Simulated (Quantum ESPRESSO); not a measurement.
# HfB (Fm-3m) in Quantum ESPRESSO: settings compared, part 2 of 4

Quantum ESPRESSO 7.5.

### Step 3. Phonon dispersion, PBE

Contents of pw.in:

```
&CONTROL
  calculation = 'scf'
  prefix = 'pwscf'
  outdir = './tmp'
  pseudo_dir = './pseudo'
  tprnfor = .true.
  tstress = .true.
  disk_io = 'low'
/
&SYSTEM
  ibrav = 0
  nat = 2
  ntyp = 2
  ecutwfc = 45
  ecutrho = 360
  nbnd = 13
  occupations = 'smearing'
  smearing = 'mv'
  degauss = 0.01469973
/
&ELECTRONS
  conv_thr = 4d-10
  electron_maxstep = 120
  mixing_beta = 0.5
/
ATOMIC_SPECIES
Hf   178.4900 hf_pbe_v1.uspp.F.UPF
B     10.8100 b_pbe_v1.4.uspp.F.UPF
CELL_PARAMETERS bohr
   0.0000000000    4.3652673479    4.3652673479
   4.3652673479    0.0000000000    4.3652673479
   4.3652673479    4.3652673479    0.0000000000
ATOMIC_POSITIONS bohr
Hf     4.3652673479    4.3652673479    4.3652673479
B      0.0000000000    0.0000000000    0.0000000000
K_POINTS automatic
8 8 8 0 0 0
```

Contents of relax.in:

```
&CONTROL
  calculation = 'vc-relax'
  prefix = 'pwscf'
  outdir = './tmp'
  pseudo_dir = './pseudo'
  tprnfor = .true.
  tstress = .true.
  disk_io = 'low'
  nstep = 40
  forc_conv_thr = 0.0001
  etot_conv_thr = 1d-06
/
&SYSTEM
  ibrav = 0
  nat = 2
  ntyp = 2
  ecutwfc = 45
  ecutrho = 360
  nbnd = 13
  occupations = 'smearing'
  smearing = 'mv'
  degauss = 0.01469973
/
&ELECTRONS
  conv_thr = 4d-10
  electron_maxstep = 120
  mixing_beta = 0.5
/
&IONS
  ion_dynamics = 'bfgs'
/
&CELL
  cell_dynamics = 'bfgs'
  press = 0
  press_conv_thr = 0.2
/
ATOMIC_SPECIES
Hf   178.4900 hf_pbe_v1.uspp.F.UPF
B     10.8100 b_pbe_v1.4.uspp.F.UPF
CELL_PARAMETERS bohr
   0.0000000000    4.3652673479    4.3652673479
   4.3652673479    0.0000000000    4.3652673479
   4.3652673479    4.3652673479    0.0000000000
ATOMIC_POSITIONS bohr
Hf     4.3652673479    4.3652673479    4.3652673479
B      0.0000000000    0.0000000000    0.0000000000
K_POINTS automatic
8 8 8 0 0 0
```

Contents of scf2.in:

```
&CONTROL
  calculation = 'scf'
  prefix = 'pwscf'
  outdir = './tmp'
  pseudo_dir = './pseudo'
  tprnfor = .true.
  tstress = .true.
  disk_io = 'low'
/
&SYSTEM
  ibrav = 0
  nat = 2
  ntyp = 2
  ecutwfc = 45
  ecutrho = 360
  nbnd = 13
  occupations = 'smearing'
  smearing = 'mv'
  degauss = 0.01469973
/
&ELECTRONS
  conv_thr = 1d-13
  electron_maxstep = 120
  mixing_beta = 0.5
  startingpot = 'file'
  startingwfc = 'file'
/
ATOMIC_SPECIES
Hf   178.4900 hf_pbe_v1.uspp.F.UPF
B     10.8100 b_pbe_v1.4.uspp.F.UPF
CELL_PARAMETERS bohr
   0.0000000000    4.5705528490    4.5705528490
   4.5705528490    0.0000000000    4.5705528490
   4.5705528490    4.5705528490    0.0000000000
ATOMIC_POSITIONS bohr
Hf     4.5705528490    4.5705528490    4.5705528490
B      0.0000000000    0.0000000000    0.0000000000
K_POINTS automatic
8 8 8 0 0 0
```

Contents of ph.in:

```
phonon_bands of HfB
&INPUTPH
  prefix = 'pwscf'
  outdir = './tmp'
  tr2_ph = 1d-18
  fildyn = 'dyn'
  niter_ph = 90
  alpha_mix(1) = 0.4
  ldisp = .true.
  nq1 = 2
  nq2 = 2
  nq3 = 2
/
```

Contents of q2r.in:

```
&INPUT
  fildyn = 'dyn'
  zasr = 'crystal'
  flfrc = 'fc'
/
```

Contents of matdyn.in:

```
&INPUT
  asr = 'crystal'
  flfrc = 'fc'
  flfrq = 'freq'
  q_in_cryst_coord = .true.
  flvec = ' '
/
80
 0.0000000000  0.0000000000  0.0000000000
 0.0454545455  0.0000000000  0.0454545455
 0.0909090909  0.0000000000  0.0909090909
 0.1363636364  0.0000000000  0.1363636364
 0.1818181818  0.0000000000  0.1818181818
 0.2272727273  0.0000000000  0.2272727273
 0.2727272727  0.0000000000  0.2727272727
 0.3181818182  0.0000000000  0.3181818182
 0.3636363636  0.0000000000  0.3636363636
 0.4090909091  0.0000000000  0.4090909091
 0.4545454545  0.0000000000  0.4545454545
 0.5000000000  0.0000000000  0.5000000000
 0.5000000000  0.0500000000  0.5500000000
 0.5000000000  0.1000000000  0.6000000000
 0.5000000000  0.1500000000  0.6500000000
 0.5000000000  0.2000000000  0.7000000000
 0.5000000000  0.2500000000  0.7500000000
 0.4687500000  0.2812500000  0.7500000000
 0.4375000000  0.3125000000  0.7500000000
 0.4062500000  0.3437500000  0.7500000000
 0.3750000000  0.3750000000  0.7500000000
 0.3461538462  0.3461538462  0.6923076923
 0.3173076923  0.3173076923  0.6346153846
 0.2884615385  0.2884615385  0.5769230769
 0.2596153846  0.2596153846  0.5192307692
 0.2307692308  0.2307692308  0.4615384615
 0.2019230769  0.2019230769  0.4038461538
 0.1730769231  0.1730769231  0.3461538462
 0.1442307692  0.1442307692  0.2884615385
 0.1153846154  0.1153846154  0.2307692308
 0.0865384615  0.0865384615  0.1730769231
 0.0576923077  0.0576923077  0.1153846154
 0.0288461538  0.0288461538  0.0576923077
 0.0000000000  0.0000000000  0.0000000000
 0.0454545455  0.0454545455  0.0454545455
 0.0909090909  0.0909090909  0.0909090909
 0.1363636364  0.1363636364  0.1363636364
 0.1818181818  0.1818181818  0.1818181818
 0.2272727273  0.2272727273  0.2272727273
 0.2727272727  0.2727272727  0.2727272727
 0.3181818182  0.3181818182  0.3181818182
 0.3636363636  0.3636363636  0.3636363636
 0.4090909091  0.4090909091  0.4090909091
 0.4545454545  0.4545454545  0.4545454545
 0.5000000000  0.5000000000  0.5000000000
 0.5178571429  0.4642857143  0.5178571429
 0.5357142857  0.4285714286  0.5357142857
 0.5535714286  0.3928571429  0.5535714286
 0.5714285714  0.3571428571  0.5714285714
 0.5892857143  0.3214285714  0.5892857143
 0.6071428571  0.2857142857  0.6071428571
 0.6250000000  0.2500000000  0.6250000000
 0.5937500000  0.2500000000  0.6562500000
 0.5625000000  0.2500000000  0.6875000000
 0.5312500000  0.2500000000  0.7187500000
 0.5000000000  0.2500000000  0.7500000000
 0.5000000000  0.2750000000  0.7250000000
 0.5000000000  0.3000000000  0.7000000000
 0.5000000000  0.3250000000  0.6750000000
 0.5000000000  0.3500000000  0.6500000000
 0.5000000000  0.3750000000  0.6250000000
 0.5000000000  0.4000000000  0.6000000000
 0.5000000000  0.4250000000  0.5750000000
 0.5000000000  0.4500000000  0.5500000000
 0.5000000000  0.4750000000  0.5250000000
 0.5000000000  0.5000000000  0.5000000000
 0.4861111111  0.4861111111  0.5277777778
 0.4722222222  0.4722222222  0.5555555556
 0.4583333333  0.4583333333  0.5833333333
 0.4444444444  0.4444444444  0.6111111111
 0.4305555556  0.4305555556  0.6388888889
 0.4166666667  0.4166666667  0.6666666667
 0.4027777778  0.4027777778  0.6944444444
 0.3888888889  0.3888888889  0.7222222222
 0.3750000000  0.3750000000  0.7500000000
 0.6250000000  0.2500000000  0.6250000000
 0.5937500000  0.1875000000  0.5937500000
 0.5625000000  0.1250000000  0.5625000000
 0.5312500000  0.0625000000  0.5312500000
 0.5000000000  0.0000000000  0.5000000000
```

Contents of matdyn_dos.in:

```
&INPUT
  asr = 'crystal'
  flfrc = 'fc'
  dos = .true.
  fldos = 'phdos'
  nk1 = 12
  nk2 = 12
  nk3 = 12
  deltaE = 1
  flvec = ' '
  flfrq = ' '
/
```

Contents of matdyn_mesh.in:

```
&INPUT
  asr = 'crystal'
  flfrc = 'fc'
  flfrq = 'mesh'
  q_in_cryst_coord = .true.
  flvec = ' '
/
1000
 0.05000000  0.05000000  0.05000000
 0.05000000  0.05000000  0.15000000
 0.05000000  0.05000000  0.25000000
[... 997 further points of the even 10 x 10 x 10 mesh, shifted by half a step ...]
```

Potentials or basis: GBRV 1.5 PBE.

The run is started by

```bash
OMP_NUM_THREADS=1 pw.x -in pw.in > pw.out
OMP_NUM_THREADS=1 pw.x -in relax.in > relax.out
OMP_NUM_THREADS=1 pw.x -in scf2.in > scf2.out
OMP_NUM_THREADS=1 ph.x -in ph.in > ph.out
OMP_NUM_THREADS=1 q2r.x -in q2r.in > q2r.out
OMP_NUM_THREADS=1 matdyn.x -in matdyn.in > matdyn.out
OMP_NUM_THREADS=1 matdyn.x -in matdyn_dos.in > matdyn_dos.out
OMP_NUM_THREADS=1 matdyn.x -in matdyn_mesh.in > matdyn_mesh.out
```

pw.out:

```text
This program is part of the open-source Quantum ESPRESSO suite
     for quantum simulation of materials; please cite
[... 9 lines left out ...]
     --------------------
     sticks:   dense  smooth     PW     G-vecs:    dense   smooth      PW
     Sum         955     475    151                19195     6855    1243

     Using Slab Decomposition

     bravais-lattice index     =            0
     lattice parameter (alat)  =       6.1734  a.u.
     unit-cell volume          =     166.3652 (a.u.)^3
     number of atoms/cell      =            2
     number of atomic types    =            2
     number of electrons       =        15.00
     number of Kohn-Sham states=           13
     kinetic-energy cutoff     =      45.0000  Ry
     charge density cutoff     =     360.0000  Ry
     scf convergence threshold =      4.0E-10
     mixing beta               =       0.5000
     number of iterations used =            8  plain     mixing
     Exchange-correlation=  SLA  PW   PBX  PBC
[... 327 lines left out ...]
    18.3483  22.3843  22.6084  22.9333  25.3732

          k =-0.7071 0.3536 0.0000 (   848 PWs)   bands (ev):

   -44.6792 -13.7389 -13.7389 -13.5378   9.3295  13.6699  13.6699  13.6821
    20.5086  20.5086  22.9417  23.0393  26.2182

     the Fermi energy is    15.0545 ev

!    total energy              =    -165.39341666 Ry
     estimated scf accuracy    <          7.4E-11 Ry
     smearing contrib. (-TS)   =      -0.00032028 Ry
     internal energy E=F+TS    =    -165.39309638 Ry

     The total energy is F=E-TS. E is the sum of the following terms:
     one-electron contribution =      -9.91880010 Ry
     hartree contribution      =      12.80600943 Ry
     xc contribution           =     -78.94503677 Ry
     ewald contribution        =     -89.33526894 Ry

     convergence has been achieved in  10 iterations

     negative rho (up, down):  1.142E-01 0.000E+00

     Forces acting on atoms (cartesian axes, Ry/au):

     atom    1 type  1   force =    -0.00000000   -0.00000000    0.00000000
     atom    2 type  2   force =     0.00000000   -0.00000000   -0.00000000

     Total force =     0.000000     Total SCF correction =     0.000000

     Computing stress (Cartesian axis) and pressure

     negative rho (up, down):  1.142E-01 0.000E+00
          total   stress  (Ry/bohr**3)                   (kbar)     P=      313.43
   0.00213066   0.00000000   0.00000000          313.43        0.00        0.00
   0.00000000   0.00213066   0.00000000            0.00      313.43        0.00
   0.00000000   0.00000000   0.00213066            0.00        0.00      313.43

=------------------------------------------------------------------------------=
   JOB DONE.
=------------------------------------------------------------------------------=
```

relax.out:

```text
This program is part of the open-source Quantum ESPRESSO suite
     for quantum simulation of materials; please cite
[... 9 lines left out ...]
     --------------------
     sticks:   dense  smooth     PW     G-vecs:    dense   smooth      PW
     Sum         955     475    151                19195     6855    1243
[... 1865 lines left out ...]
   0.00001949  -0.00000000  -0.00000000            2.87       -0.00       -0.00
  -0.00000000   0.00001949  -0.00000000           -0.00        2.87       -0.00
  -0.00000000  -0.00000000   0.00001949           -0.00       -0.00        2.87

=------------------------------------------------------------------------------=
   JOB DONE.
=------------------------------------------------------------------------------=
```

Run time: 13 min. Hardware: 1 thread of Intel Xeon Platinum 8259CL at 2.50GHz (Skylake/Cascade Lake), shared host; peak memory 0.2 GiB.

Results:

| Property | Result |
| --- | --- |
| Free energy | -2250.6191 eV |
| Relaxed volume | 14.15 Å³/atom |
| Relaxed cell | a = 3.420 Å, b = 3.420 Å, c = 3.420 Å, α = 60.00°, β = 60.00°, γ = 60.00° |
| Space group after relaxing (to 0.05 Å) | Fm-3m (No. 225) |
| Pressure after relaxing | 0.3 GPa |
| Band gap on the k mesh | none (metal or under the smearing width) |
| Highest phonon frequency | 549 cm⁻¹ |
| Zero-point energy | 0.056 eV/atom |

The path:
```csv
step,energy change (eV),largest force (eV/Å),pressure (GPa),volume (Å³)
1,0.0000,0.0000,31.34,24.65
2,-0.3145,0.0000,-3.02,28.81
3,-0.3192,0.0000,-0.55,28.39
4,-0.3193,0.0000,0.01,28.29
5,-0.3193,0.0000,0.00,28.30
```

Final structure:
```cif
data_structure
_symmetry_space_group_name_H-M 'P 1'
_symmetry_Int_Tables_number 1
_cell_length_a 3.4205
_cell_length_b 3.4205
_cell_length_c 3.4205
_cell_angle_alpha 60.000
_cell_angle_beta 60.000
_cell_angle_gamma 60.000
_cell_volume 28.30
loop_
_atom_site_label
_atom_site_type_symbol
_atom_site_fract_x
_atom_site_fract_y
_atom_site_fract_z
_atom_site_occupancy
Hf1 Hf 0.50000 0.50000 0.50000 1
B1 B 0.00000 0.00000 0.00000 1
```

Phonon frequencies in cm⁻¹ (negative: imaginary):
```
              q point              frequencies
(0.000, 0.000, 0.000)        0 0 0 444 444 444
(0.318, 0.000, 0.318)    94 94 150 465 465 508
(0.500, 0.150, 0.650)  122 129 147 474 492 531
(0.346, 0.346, 0.692)  133 135 137 467 489 512
(0.144, 0.144, 0.288)   67 103 104 443 450 464
(0.091, 0.091, 0.091)     39 39 40 443 443 447
(0.409, 0.409, 0.409)  129 133 133 441 441 488
(0.589, 0.321, 0.589)  133 135 138 463 483 507
(0.500, 0.275, 0.725)  134 135 137 468 508 509
(0.500, 0.450, 0.550)  133 138 139 444 448 493
(0.431, 0.431, 0.639)  133 137 137 456 473 500
(0.562, 0.125, 0.562)  117 118 152 480 485 542
```

Phonon frequencies at the corners of the path (cm⁻¹, interpolated; i marks imaginary ones):
```tsv
point	frequencies
Γ	0 0 0 444 444 444
X	112 112 155 484 484 549
W	135 135 137 468 509 509
K	129 130 143 472 488 524
L	133 139 139 441 441 492
U	129 130 143 472 488 524
```

Phonon states per cell in windows of 25 cm⁻¹ (negative: imaginary):
```
from (cm⁻¹)  total    Hf     B
          0   0.00  0.00  0.00
         25   0.03  0.03  0.00
         50   0.10  0.10  0.00
         75   0.28  0.27  0.01
        100   0.87  0.85  0.02
        125   1.63  1.62  0.01
        150   0.08  0.07  0.00
        175   0.00  0.00  0.00
        200   0.00  0.00  0.00
        225   0.00  0.00  0.00
        250   0.00  0.00  0.00
        275   0.00  0.00  0.00
        300   0.00  0.00  0.00
        325   0.00  0.00  0.00
        350   0.00  0.00  0.00
        375   0.00  0.00  0.00
        400   0.00  0.00  0.00
        425   0.45  0.01  0.44
        450   1.19  0.02  1.17
        475   0.89  0.01  0.88
        500   0.37  0.00  0.37
        525   0.09  0.00  0.09
```

Harmonic thermodynamics per atom at this volume (zero-point energy 55.5 meV, Debye temperature from the second moment 645 K):
| T (K) | free energy (meV) | entropy (k_B) | heat capacity Cv (k_B) |
| --- | --- | --- | --- |
| 50 | 55.2 | 0.25 | 0.60 |
| 100 | 52.8 | 0.89 | 1.24 |
| 200 | 40.2 | 2.00 | 2.02 |
| 298.15 | 19.3 | 2.90 | 2.44 |
| 500 | -43.6 | 4.26 | 2.77 |
| 800 | -172.2 | 5.59 | 2.91 |

Caveat: the mesh is thin for the phonons of a metal; the q mesh is small, so phonon branches between its points and thermal values are rough. The run has no spin-orbit coupling, so splittings on Hf are missing.

(Part 2 of 4 ends here.)
